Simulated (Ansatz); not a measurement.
LuAs:

```
Lu As
1.0
     0.00000    2.83819    2.83819
     2.83819    0.00000    2.83819
     2.83819    2.83819    0.00000
Lu As
1 1
Direct
  0.50000 0.50000 0.50000
  0.00000 0.00000 0.00000
```

The cell is a database's computed one.

| Item | Value |
| --- | --- |
| Program | Ansatz 0.2.0 |
| Task | relaxation of cell and atoms |
| Functional | revPBE |
| Dispersion | D3(BJ) |
| Potentials or basis | all-electron LAPW, scalar-relativistic |
| Basis error allowed | 0.001 eV/atom |
| k mesh | 8 × 8 × 8 |
| Occupations | fermi-dirac, width 0.05 eV |
| Spin | no spin polarisation |

At the start: volume 22.86 Å³/atom.

**Question.** How do energy, volume and symmetry change on relaxing?

**Answer.** Over 4 steps the energy falls by 9.0 meV/atom and the volume is 21.98 Å³/atom (-3.9 %); space group Fm-3m (No. 225, to 0.05 Å).

Step by step:
```csv
step,energy change (eV),largest force (eV/Å),volume (Å³)
1,0.0000,0.0000,45.73
2,-0.0179,0.0000,44.07
3,-0.0179,0.0000,43.95
4,-0.0179,0.0000,43.95
```

Final structure:
```cif
data_structure
_symmetry_space_group_name_H-M 'P 1'
_symmetry_Int_Tables_number 1
_cell_length_a 3.9613
_cell_length_b 3.9613
_cell_length_c 3.9613
_cell_angle_alpha 60.000
_cell_angle_beta 60.000
_cell_angle_gamma 60.000
_cell_volume 43.95
loop_
_atom_site_label
_atom_site_type_symbol
_atom_site_fract_x
_atom_site_fract_y
_atom_site_fract_z
_atom_site_occupancy
Lu1 Lu 0.50000 0.50000 0.50000 1
As1 As 0.00000 0.00000 0.00000 1
```
